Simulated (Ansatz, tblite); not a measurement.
**In11As10 wurtzite off sphere (In11As10H28−): charged states by level of theory**

What does removing an electron cost or gain for In11As10 wurtzite off sphere (In11As10H28−)? Each charged state is run at several levels.

The runs use Ansatz 0.2.0, Gaussian basis; as each input shows.

The runs, in order: charge 0 doublet, at the geometry of the singlet (PBE0-D4/def2-TZVP, PBE-D4/def2-TZVP, BLYP-D4/def2-TZVP); the starting singlet's energies come from earlier runs.

2 further runs of the same task are left out: 1 for a known fault of the program, 1 set aside as unsound or not needed. Runs told in other sessions of the task aren't counted.

## Step 1: The relaxed structure

The singlet was relaxed beforehand with PBE-D4/def2-SVP.

49 atoms, charge -1, spin multiplicity 1.

Atoms are counted from 1 here; the program's logs count them from 0.

Bond lengths: In1–As2 2.769 Å, In1–As5 2.673 Å, In1–H22 1.748 Å, In1–H23 1.748 Å, As2–In7 2.706 Å, As2–H24 1.532 Å, As2–H25 1.532 Å, In3–As4 2.694 Å, In3–As5 2.636 Å, In3–As14 2.713 Å, In3–H26 1.751 Å, As4–In9 2.765 Å, As4–H27 1.530 Å, As4–H28 1.534 Å, As5–In6 2.670 Å, As5–In15 2.657 Å, In6–As8 2.731 Å, In6–As10 2.648 Å and more. Angles: As2–In1–As5 95.4°, As2–In1–H22 104.1°, As2–In1–H23 104.0°, As5–In1–H22 112.1°, As5–In1–H23 111.0°, H22–In1–H23 125.1°, In1–As2–In7 124.9°, In1–As2–H24 110.4°, In1–As2–H25 111.1°, In7–As2–H24 104.9°, In7–As2–H25 106.1°, H24–As2–H25 95.1°, As4–In3–As5 104.1°, As4–In3–As14 99.9°, As4–In3–H26 113.2°, As5–In3–As14 105.6°, As5–In3–H26 121.3°, As14–In3–H26 110.4° and more.

In takes a core potential in the def2 sets. No spin-orbit coupling is included. The ion is computed in the gas phase, without counter-ions or solvent.

## Step 2: Charge 0 doublet at the fixed geometry, PBE0-D4/def2-TZVP

in.yaml

```yaml
crystal:
  periodic: [false, false, false]
  atoms:
    - {symbol: In, position_ang: [0.349928, -4.809403, -0.232767]}
    - {symbol: As, position_ang: [0.456969, -4.445020, 2.509701]}
    - {symbol: In, position_ang: [0.432108, -2.301668, -3.465926]}
    - {symbol: As, position_ang: [-1.608465, -0.729084, -4.254669]}
    - {symbol: As, position_ang: [0.336944, -2.204285, -0.833022]}
    - {symbol: In, position_ang: [-1.903552, -0.957669, -0.089330]}
    - {symbol: In, position_ang: [0.487074, -2.042475, 3.753999]}
    - {symbol: As, position_ang: [-1.578080, -0.800469, 2.617548]}
    - {symbol: In, position_ang: [-2.050840, 1.905715, -3.542091]}
    - {symbol: As, position_ang: [-1.877737, 1.565645, -0.890646]}
    - {symbol: In, position_ang: [-4.162194, 2.743422, -0.171833]}
    - {symbol: In, position_ang: [-1.598137, 1.600754, 3.786416]}
    - {symbol: As, position_ang: [-3.713319, 2.756923, 2.572967]}
    - {symbol: As, position_ang: [2.529995, -0.735132, -4.177395]}
    - {symbol: In, position_ang: [2.584683, -1.011466, -0.068594]}
    - {symbol: As, position_ang: [2.493273, -0.746448, 2.603985]}
    - {symbol: In, position_ang: [3.235169, 1.838737, -3.435316]}
    - {symbol: As, position_ang: [2.353836, 1.517325, -0.916913]}
    - {symbol: In, position_ang: [0.231002, 2.938693, -0.090465]}
    - {symbol: In, position_ang: [2.851786, 1.766575, 3.571893]}
    - {symbol: As, position_ang: [0.498847, 2.689420, 2.587314]}
    - {symbol: H, position_ang: [-1.207932, -5.553774, -0.504188]}
    - {symbol: H, position_ang: [1.891409, -5.534545, -0.624993]}
    - {symbol: H, position_ang: [-0.662735, -5.232001, 3.197557]}
    - {symbol: H, position_ang: [1.596331, -5.259635, 3.130041]}
    - {symbol: H, position_ang: [0.495471, -3.830006, -4.317413]}
    - {symbol: H, position_ang: [-2.825430, -1.541102, -3.808481]}
    - {symbol: H, position_ang: [-1.808253, -0.985113, -5.753891]}
    - {symbol: H, position_ang: [-3.363466, -1.859652, -0.438595]}
    - {symbol: H, position_ang: [0.462558, -2.199169, 5.494080]}
    - {symbol: H, position_ang: [-2.788766, -1.510057, 3.235132]}
    - {symbol: H, position_ang: [-3.718827, 2.187399, -4.006346]}
    - {symbol: H, position_ang: [-0.666405, 2.725929, -4.218621]}
    - {symbol: H, position_ang: [-5.530204, 1.665907, -0.326852]}
    - {symbol: H, position_ang: [-4.168737, 4.441338, -0.592297]}
    - {symbol: H, position_ang: [-1.703706, 1.615798, 5.530881]}
    - {symbol: H, position_ang: [-4.933327, 2.215258, 3.326572]}
    - {symbol: H, position_ang: [-3.806578, 4.167765, 3.164114]}
    - {symbol: H, position_ang: [2.683045, -0.920465, -5.692000]}
    - {symbol: H, position_ang: [3.716514, -1.628692, -3.811069]}
    - {symbol: H, position_ang: [4.040038, -1.810958, -0.630364]}
    - {symbol: H, position_ang: [3.711988, -1.543005, 3.084026]}
    - {symbol: H, position_ang: [2.199080, 2.853242, -4.398090]}
    - {symbol: H, position_ang: [4.983860, 1.827887, -3.470914]}
    - {symbol: H, position_ang: [3.486850, 2.165641, -0.111510]}
    - {symbol: H, position_ang: [0.293244, 4.617593, -0.580670]}
    - {symbol: H, position_ang: [2.740903, 1.702107, 5.317521]}
    - {symbol: H, position_ang: [4.164006, 2.507277, 2.682506]}
    - {symbol: H, position_ang: [0.428979, 4.135240, 3.093605]}
basis:
  gaussian: {orbitals: def2-TZVP, fitting: {mean_field: def2-universal-jkfit}}
magnetization: {spin_polarized: true, initial_magnetization: 1}
hamiltonian: {xc: pbe0, dispersion: d4}
scf: {omitted_lower_state_checks: [starts]}
output: {orbitals: {seedname: orbitals}}
```

Run with:

```
ansatz run in.yaml --threads 11 --pin off --events-out ev --progress --plain --max-ram 174080MiB --backend cuda --devices 0, --max-vram 75GiB
```

Output:

```text
Functional definition: PBE0
  name "PBE0"
  cite "Adamo & Barone, J. Chem. Phys. 110, 6158 (1999) doi:10.1063/1.478522"
  cite "Perdew, Burke & Ernzerhof, Phys. Rev. Lett. 77, 3865 (1996) doi:10.1103/PhysRevLett.77.3865"
  parent pbe
  parameter a = 0.25
  parameter kappa = 0.804
  parameter beta = 0.06672455060314922
  exchange = (1 - a)*pbe_x(kappa = kappa, mu = beta*pi^2/3) + a*exact_x
  correlation = pbe_c(beta = beta)
these checks for a lower state are left out or cut short: starts
5562 factors; integrals over basis functions are off by at most 6.5e-1 eV
mean field evaluation 1: about -665713.8641 eV, gradient 3.7e1 eV
mean field evaluation 2: about -665714.2740 eV, gradient 3.5e1 eV
mean field evaluation 4: about -665719.2433 eV, gradient 9.0e0 eV
mean field evaluation 8: about -665719.8038 eV, gradient 1.1e0 eV
mean field evaluation 16: about -665719.8939 eV, gradient 1.7e-1 eV
mean field evaluation 32: about -665719.9019 eV, gradient 5.8e-3 eV
mean field -665719.90192314 eV, -24464.7551545188 hartree, gradient 8.1e-6 eV, S^2 0.756325; 0 other end points of the search recorded, 0 dependent functions left out
reference -665719.90205966 eV, -24464.7551595360 hartree; 295, 294 occupied and 903, 904 virtual orbitals, 5562 factors
Total energy: -665723.29395587 eV, -24464.8798094225 hartree
Checks for a lower state left out: starts
```

It took 49 s on 1 × H100 with 11 threads of AMD EPYC 7R13, shared host; peak host memory 2.3 GiB.

HOMO -6.84 eV, LUMO -5.89 eV (over both spins); ⟨S²⟩ 0.756 (pure: 0.75).

## Step 3: Charge 0 doublet at the fixed geometry, PBE-D4/def2-TZVP

start.molden holds the orbitals of an earlier run on this state, given as this run's starting guess.

Edit in.yaml of step 2 so:

```diff
@@ -53,5 +53,5 @@
 basis:
-  gaussian: {orbitals: def2-TZVP, fitting: {mean_field: def2-universal-jkfit}}
+  gaussian: {orbitals: def2-TZVP, fitting: {mean_field: def2-universal-jkfit}, initial_orbitals: start.molden}
 magnetization: {spin_polarized: true, initial_magnetization: 1}
-hamiltonian: {xc: pbe0, dispersion: d4}
+hamiltonian: {xc: pbe, dispersion: d4}
 scf: {omitted_lower_state_checks: [starts]}
```

The command is unchanged.

Output:

```text
Functional definition: PBE
  name "PBE"
  cite "Perdew, Burke & Ernzerhof, Phys. Rev. Lett. 77, 3865 (1996) doi:10.1103/PhysRevLett.77.3865"
  parent pbe
  parameter kappa = 0.804
  parameter beta = 0.06672455060314922
  exchange = pbe_x(kappa = kappa, mu = beta*pi^2/3)
  correlation = pbe_c(beta = beta)
these checks for a lower state are left out or cut short: starts
5562 factors; integrals over basis functions are off by at most 6.5e-1 eV
mean field evaluation 1: about -665700.3608 eV, gradient 2.0e1 eV
mean field evaluation 2: about -665701.3292 eV, gradient 1.3e0 eV
mean field evaluation 4: about -665701.3858 eV, gradient 3.1e-1 eV
mean field evaluation 8: about -665701.3926 eV, gradient 7.7e-3 eV
mean field evaluation 16: about -665701.3926 eV, gradient 1.2e-4 eV
mean field -665701.39262440 eV, -24464.0749503362 hartree, gradient 2.9e-6 eV, S^2 0.751330; 0 other end points of the search recorded, 0 dependent functions left out
reference -665701.39281030 eV, -24464.0749571680 hartree; 295, 294 occupied and 903, 904 virtual orbitals, 5562 factors
Total energy: -665705.06541294 eV, -24464.2099228255 hartree
Checks for a lower state left out: starts
```

It took 22 s on 1 × H100 with 11 threads of AMD EPYC 7R13, shared host; peak host memory 2.2 GiB.

Report: HOMO -5.96 eV, LUMO -5.91 eV (over both spins); ⟨S²⟩ 0.751 (pure: 0.75).

## Step 4: Charge 0 doublet at the fixed geometry, BLYP-D4/def2-TZVP

Edit in.yaml of step 3 so:

```diff
@@ -55,3 +55,3 @@
 magnetization: {spin_polarized: true, initial_magnetization: 1}
-hamiltonian: {xc: pbe, dispersion: d4}
+hamiltonian: {xc: {name: BLYP}, dispersion: d4}
 scf: {omitted_lower_state_checks: [starts]}
```

Launched as before.

Output (excerpt; [...] marks lines left out):

```text
Functional definition: BLYP
  name "BLYP"
  cite "Becke, Phys. Rev. A 38, 3098 (1988) doi:10.1103/PhysRevA.38.3098"
  cite "Lee, Yang & Parr, Phys. Rev. B 37, 785 (1988) doi:10.1103/PhysRevB.37.785"
[...]
5562 factors; integrals over basis functions are off by at most 6.5e-1 eV
[...]
mean field -665789.06538054 eV, -24467.2968646979 hartree, gradient 1.8e-6 eV, S^2 0.751200; 0 other end points of the search recorded, 0 dependent functions left out
reference -665789.06652515 eV, -24467.2969067613 hartree; 295, 294 occupied and 903, 904 virtual orbitals, 5562 factors
Total energy: -665796.14291228 eV, -24467.5569591918 hartree
Checks for a lower state left out: starts
```

Wall time 24 s (1 × H100 with 11 threads of AMD EPYC 7R13, shared host); peak host memory 2.2 GiB.

HOMO -5.80 eV, LUMO -5.77 eV (over both spins); ⟨S²⟩ 0.751 (pure: 0.75).

## Step 5: Vertical ionisation energy

Charged state less starting state, singlet to doublet; the starting state's energies are those of its earlier runs.

```csv
level,vertical ionisation energy (eV),time
PBE-D4/def2-TZVP,+4.67,32 s
BLYP-D4/def2-TZVP,+4.59,37 s
PBE0-D4/def2-TZVP,+5.07,68 s
```

Times add the two runs; a level without a time comes out of a correlated run.

Beside −ε(HOMO) of the starting state:

```csv
level,−ε(HOMO) (eV),by difference (eV),mismatch (eV)
PBE-D4/def2-TZVP,3.26,4.67,-1.41
BLYP-D4/def2-TZVP,3.11,4.59,-1.48
PBE0-D4/def2-TZVP,4.12,5.07,-0.95
```

## Step 6: Results

```
                                            quantity                                value
vertical ionisation energy, functionals in def2-TZVP  4.59 (BLYP-D4) to 5.07 eV (PBE0-D4)
```

In words: The vertical ionisation energy spans 4.59 to 5.07 eV over the functionals. −ε(HOMO) misses the level's own difference by -0.95 eV at best (PBE0-D4) and -1.48 eV at worst (BLYP-D4).
